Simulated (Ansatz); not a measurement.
# GeH₄ (singlet): PBE0, B3LYP over a scan of the distance Ge1–H2, 6-31G

Aim: run GeH₄ (singlet) with these functionals over a scan of the distance Ge1–H2, and hold them against the top wave-function level at the same points.

Computed with Ansatz 0.2.0, Gaussian basis. Level: 6-31G, all electrons in the functionals.

The runs, in order: PBE0, B3LYP, at 1.200 Å; 1.414 Å; 1.534 Å; 1.701 Å; 1.889 Å; 2.149 Å; 2.471 Å; 2.786 Å; 3.293 Å; 4.197 Å; 5.123 Å.

## 1. The system

The geometry derives from a PBE0/def2-TZVP stationary point (not a proven minimum). One bond is set to the value named and the two fragments are kept rigid. No spin-orbit coupling is included. The filled d shell of Ge may be among the frozen orbitals whatever the setting's name suggests; the logs give the count.

5 atoms, charge 0, spin multiplicity 1.

Atoms are counted from 1 here; the program's logs count them from 0.

Bond lengths: Ge1–H2 1.534 Å, Ge1–H3 1.534 Å, Ge1–H4 1.534 Å, Ge1–H5 1.534 Å. Angles: H2–Ge1–H3 109.5°, H2–Ge1–H4 109.5°, H2–Ge1–H5 109.5°, H3–Ge1–H4 109.5°, H3–Ge1–H5 109.5°, H4–Ge1–H5 109.5°.

As a file:

```
atom     x (Å)     y (Å)     z (Å)
 Ge1   0.00000   0.00000   0.00000
  H2   0.88432   0.88720   0.88605
  H3  -0.88789  -0.88402   0.88566
  H4  -0.88382   0.88451  -0.88922
  H5   0.88739  -0.88769  -0.88248
```

No dispersion term is added. B3LYP takes the VWN-RPA correlation.

The geometry shown and the zero of energy belong to the point 1.534 Å. The yardstick, FCI, and other wave-function levels (R restricted, U unrestricted, valence and pair active spaces) come from earlier runs.

## 2. PBE0, 1.200 Å

The input, in.yaml:

```yaml
crystal:
  periodic: [false, false, false]
  atoms:
    - {symbol: Ge, position_ang: [0.002533, 0.002542, 0.002538]}
    - {symbol: H, position_ang: [0.694154, 0.696411, 0.695508]}
    - {symbol: H, position_ang: [-0.885353, -0.881480, 0.888198]}
    - {symbol: H, position_ang: [-0.881291, 0.887055, -0.886686]}
    - {symbol: H, position_ang: [0.889921, -0.885149, -0.879946]}
basis:
  gaussian: {orbitals: 6-31G}
hamiltonian: {xc: {name: PBE0}}
output: {orbitals: {seedname: orbitals}}
```

The run is started by

```console
$ ansatz run in.yaml --threads 1 --pin off --events-out ev --progress --plain --max-ram 4096MiB --backend cpu
```

The runs that follow: PBE0, 1.414 Å; PBE0, 1.534 Å; PBE0, 1.701 Å; PBE0, 1.889 Å; PBE0, 2.149 Å; PBE0, 2.471 Å; PBE0, 2.786 Å; PBE0, 3.293 Å; PBE0, 4.197 Å; PBE0, 5.123 Å; B3LYP, 1.200 Å; B3LYP, 1.414 Å; B3LYP, 1.534 Å; B3LYP, 1.701 Å; B3LYP, 1.889 Å; B3LYP, 2.149 Å; B3LYP, 2.471 Å; B3LYP, 2.786 Å; B3LYP, 3.293 Å; B3LYP, 4.197 Å; B3LYP, 5.123 Å.

**Question.** What will the summary of the whole plan be? Wanted: span of the FCI curve; largest miss, PBE0; largest miss, B3LYP.

As calculated:

| quantity | value |
| --- | --- |
| span of the FCI curve | 3.326 eV |
| largest miss, PBE0 | +0.561 eV (2.786 Å) |
| largest miss, B3LYP | +0.492 eV (3.293 Å) |

Of the functionals, B3LYP keep the smallest largest miss at the points compared (at most 0.492 eV) and PBE0 strays most (0.561 eV, at 2.786 Å). PBE0, B3LYP clearly break the spin symmetry at some points (⟨S²⟩ up to 1.00 above the pure value), so energy there is bought with a mixed spin. Functionals and the yardstick converge differently with the basis, so part of each miss in 6-31G is the basis.
